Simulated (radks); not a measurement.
**Ionisation of Sc¹⁸⁺: one atom, several choices of relativity**

How much does the choice of relativity matter for taking an electron from Sc¹⁸⁺? Both Sc¹⁸⁺ ([He] 2s1) and Sc¹⁹⁺ ([He]) are run for each choice.

Method: Kohn-Sham, LDA (Slater exchange, Perdew-Wang correlation), spin-unpolarised, spherical densities. Code: radks (a radial shooting solver on a logarithmic mesh, Libxc functionals) version 1.

2 further runs of the same task are left out: 2 set aside as unsound or not needed.

**1. Starting point**

| Item | Value |
| --- | --- |
| element | scandium (Z = 21) |
| charge | +18 |
| electrons | 3 |
| configuration | [He] 2s1 |
| ion | Sc¹⁹⁺, [He] |
| choices | non-relativistic; scalar-relativistic; Dirac, 2j+1 shares; scalar-relativistic, finite nucleus; Dirac, 2j+1 shares, finite nucleus; Dirac, c × 0.75; Dirac, c × 2; Dirac, c × 10 |

Outer shells as boxes (Hund's rule):

Sc¹⁸⁺
```
[He] core
2s [↑ ]
```

Sc¹⁹⁺
```
1s [↑↓]
```

**2. non-relativistic: Sc¹⁸⁺**

The run's settings:

```text
Z 21
configuration [He] 2s1 2p0 3s0
relativity non-relativistic
functional lda,pw
spin unpolarised
nucleus point
```

**3. non-relativistic: Sc¹⁹⁺**

The run's settings:

```text
Z 21
configuration [He]
relativity non-relativistic
functional lda,pw
spin unpolarised
nucleus point
```

**4. scalar-relativistic: Sc¹⁸⁺**

The run's settings:

```text
Z 21
configuration [He] 2s1 2p0 3s0
relativity scalar-relativistic
functional lda,pw
spin unpolarised
nucleus point
c 137.035999084
```

**5. scalar-relativistic: Sc¹⁹⁺**

The run's settings:

```text
Z 21
configuration [He]
relativity scalar-relativistic
functional lda,pw
spin unpolarised
nucleus point
c 137.035999084
```

**6. Dirac, 2j+1 shares: Sc¹⁸⁺**

The run's settings:

```text
Z 21
configuration [He] 2s1 2p0 3s0
relativity Dirac
functional lda,pw
spin unpolarised
j_filling average
nucleus point
c 137.035999084
```

**7. Dirac, 2j+1 shares: Sc¹⁹⁺**

Settings, as their differences from step 6:

```diff
@@ -1,3 +1,3 @@
 Z 21
-configuration [He] 2s1 2p0 3s0
+configuration [He]
 relativity Dirac
```

**8. scalar-relativistic, finite nucleus: Sc¹⁸⁺**

The run's settings:

```text
Z 21
configuration [He] 2s1 2p0 3s0
relativity scalar-relativistic
functional lda,pw
spin unpolarised
nucleus finite rms 3.5459 fm
c 137.035999084
```

**9. scalar-relativistic, finite nucleus: Sc¹⁹⁺**

Settings, as their differences from step 8:

```diff
@@ -1,3 +1,3 @@
 Z 21
-configuration [He] 2s1 2p0 3s0
+configuration [He]
 relativity scalar-relativistic
```

**10. Dirac, 2j+1 shares, finite nucleus: Sc¹⁸⁺**

The run's settings:

```text
Z 21
configuration [He] 2s1 2p0 3s0
relativity Dirac
functional lda,pw
spin unpolarised
j_filling average
nucleus finite rms 3.5459 fm
c 137.035999084
```

**11. Dirac, 2j+1 shares, finite nucleus: Sc¹⁹⁺**

Settings, as their differences from step 10:

```diff
@@ -1,3 +1,3 @@
 Z 21
-configuration [He] 2s1 2p0 3s0
+configuration [He]
 relativity Dirac
```

**12. Dirac, c × 0.75: Sc¹⁸⁺**

The run's settings:

```text
Z 21
configuration [He] 2s1 2p0 3s0
relativity Dirac
functional lda,pw
spin unpolarised
j_filling average
nucleus point
c 102.777
```

**13. Dirac, c × 0.75: Sc¹⁹⁺**

Settings, as their differences from step 12:

```diff
@@ -1,3 +1,3 @@
 Z 21
-configuration [He] 2s1 2p0 3s0
+configuration [He]
 relativity Dirac
```

**14. Dirac, c × 2: Sc¹⁸⁺**

The run's settings:

```text
Z 21
configuration [He] 2s1 2p0 3s0
relativity Dirac
functional lda,pw
spin unpolarised
j_filling average
nucleus point
c 274.072
```

**15. Dirac, c × 2: Sc¹⁹⁺**

Settings, as their differences from step 14:

```diff
@@ -1,3 +1,3 @@
 Z 21
-configuration [He] 2s1 2p0 3s0
+configuration [He]
 relativity Dirac
```

**16. Dirac, c × 10: Sc¹⁸⁺**

The run's settings:

```text
Z 21
configuration [He] 2s1 2p0 3s0
relativity Dirac
functional lda,pw
spin unpolarised
j_filling average
nucleus point
c 1370.35999
```

**17. Dirac, c × 10: Sc¹⁹⁺**

Settings, as their differences from step 16:

```diff
@@ -1,3 +1,3 @@
 Z 21
-configuration [He] 2s1 2p0 3s0
+configuration [He]
 relativity Dirac
```

Q: Predict the outcome of this session. Wanted: for each run, relativity; E(Sc¹⁸⁺); Δ-SCF; −ε(HOMO); <r> HOMO; error.

**Answer**, as computed:

```csv
relativity,E(Sc¹⁸⁺) (hartree),Δ-SCF (eV),−ε(HOMO) (eV),<r> HOMO (bohr),error (eV)
non-relativistic,-473.15842,1272.3,1239.8,0.3044,-15.64
scalar-relativistic,-475.98109,1281.2,1248.4,0.3021,-6.75
"Dirac, 2j+1 shares",-475.98109,1281.2,1248.4,0.3019,-6.75
"scalar-relativistic, finite nucleus",-475.97970,1281.2,1248.4,0.3021,-6.76
"Dirac, 2j+1 shares, finite nucleus",-475.97969,1281.2,1248.3,0.3019,-6.76
"Dirac, c × 0.75",-478.22339,1288.3,1255.2,0.3000,+0.31
"Dirac, c × 2",-473.85787,1274.5,1241.9,0.3038,-13.44
"Dirac, c × 10",-473.18632,1272.4,1239.8,0.3043,-15.56
```

**Reading.** The NIST Atomic Spectra Database lists 1288.0 eV (theoretical). The smallest miss is that of scalar-relativistic (-6.75 eV), the largest that of non-relativistic (-15.64 eV). Runs with a scaled speed of light are not ranked. The ionisation energies span 15.96 eV, the total energies of Sc¹⁸⁺ 138 eV (scaled speeds of light included): most of the change in the total cancels in the difference. From the non-relativistic level to Dirac, 2j+1 shares, finite nucleus the 1s level goes from -5392.7 to -5423.0 eV and the ionisation energy moves by +8.89 eV. Levels marked c × scale the speed of light and are no model of nature. Spin polarisation and multiplet splitting of open shells are left out at every level.
